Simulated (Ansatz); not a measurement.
# Rh: an axial (c/a) deformation path

The task here is to estimate one member of a computed series from the others.

This is Rh in the hcp structure; at room conditions it is fcc.

Computed with Ansatz 0.2.0 (DFT PBEsol, scalar-relativistic, plane waves, PAW, unless a step's input says otherwise).

## The system as given

The structure is hexagonal, space group P6_3/mmc (No. 194). The conventional cell has a = 2.731 Å, b = 2.731 Å, c = 4.428 Å, α = 90.00°, β = 90.00°, γ = 120.00°. Around Rh (site symmetry -6m2) lie 12 Rh at 2.72 to 2.73 Å.

As a file:

```
CELL_PARAMETERS angstrom
2.73098 0.00000 0.00000
-1.36549 2.36510 0.00000
0.00000 0.00000 4.42849
ATOMIC_POSITIONS crystal
Rh 0.66667 0.33333 0.75000
Rh 0.33333 0.66667 0.25000
```

It goes back to an entry of the Materials Project, which need not be the stable form.

The cell is taken as given, not relaxed at this level.

## Zero of energy

Reference values: F = -12677.3612 eV; pressure -13.67 GPa; largest force 0.000 eV/Å; gap on the mesh none (metal). It was computed beforehand with the settings of the runs below.

The first run:

At fixed volume and fractional coordinates, lengths along (0.000, 0.000, 1.000) are scaled against those across it; ρ is that ratio over its starting value.

File input.yaml:

```yaml
crystal:
  lattice:
    - [2.8830049769, 0.0, 0.0]
    - [-1.4415024884, 2.4967555492, 0.0]
    - [0.0, 0.0, 3.9737589652]
  atoms:
    - { symbol: Rh, position: [0.6666666667, 0.3333333333, 0.75] }
    - { symbol: Rh, position: [0.3333333333, 0.6666666667, 0.25] }
basis:
  ecutwfc: 420
kpoints:
  mp_grid: { grid: [24, 24, 12] }
hamiltonian:
  xc: pbesol
scf:
  occupations: { method: gaussian, width: 0.15 }
output:
  forces: true
  stress: true
  eigenvalues: true
  write_density: true
  write_potential: true
  elf: true
  volumetric_format: npy
```

Command:

```sh
ansatz run input.yaml --threads 1 --pin off --max-ram 2560MiB --backend cpu --events-out ev --progress --plain --runs-dir out
```

Among the steps run: ρ = 0.850; Point ρ = 1.200; ρ = 0.920; Point ρ = 1.100; ρ = 0.960; ρ = 1.050; Point ρ = 0.800; At ρ = 1.300.

One of the session's tables, all rows but one given; the rest of the session is left out.

| ρ | ΔE (meV/atom) | pressure (GPa) |
| --- | --- | --- |
| 0.800 | 270.7 | -1.8 |
| 0.850 | 148.7 | -6.8 |
| 0.920 | ? | ? |
| 0.960 | 7.7 | -13.1 |
| 1.000 | 0.0 | -13.7 |
| 1.050 | 20.5 | -13.1 |
| 1.100 | 71.3 | -11.2 |
| 1.200 | 259.3 | -3.5 |
| 1.300 | 543.5 | 8.3 |

**Question.** Estimate the row for ρ = 0.920.

Worked estimate for «ΔE (meV/atom)». A straight line through the neighbours (0.850, 148.7) and (0.960, 7.7) gives 148.7 + (7.7 − 148.7) × (0.920 − 0.850) / (0.960 − 0.850) = 59.0; a parabola fitted to 4 rows on both sides gives 38.7.

As computed: ΔE (meV/atom): 38.3; pressure (GPa): -11.6. In «ΔE (meV/atom)» the line misses by +20.7 and the parabola by +0.4.
